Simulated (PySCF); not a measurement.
# H2Se (Hydrogen selenide): the cost of one run

Computed with PySCF 2.14.0, with density-fitted response routines of our own, on a single molecule, in the gas phase or a continuum. Atoms count from 0, in the outputs and in this text.

**1. The starting structure**

3 atoms, charge 0, multiplicity 1; geometry from: GFN2-xTB. The atoms were then displaced at random by about 0.01 Å, so the start is not that level's minimum.

Bonds of the start (Å): Se0–H1 1.44, Se0–H2 1.39.

**2. Geometry optimisation at PBE0-D3(BJ)/def2-SVP**

Job settings and geometry (Å):

```
{"job": {"xc": "PBE0", "basis": "def2-SVP", "d3": "d3bj", "grid": 1, "shake": 0.01, "kind": "geom"}, "charge": 0, "multiplicity": 1}
Se     0.024750     0.643160     0.001820
H     -1.030580    -0.339000    -0.012530
H      1.011840    -0.339100    -0.008470
```

Launch:

```sh
> OMP_NUM_THREADS=1 python probes_run.py task.json out
```

The driver reads the jobs from task.json and runs them one after another.

Q: Estimate the wall time and peak memory of this first job on 1 thread of AMD EPYC 7B13, shared host.

About 2.4 s, with a peak of 0.25 GiB.
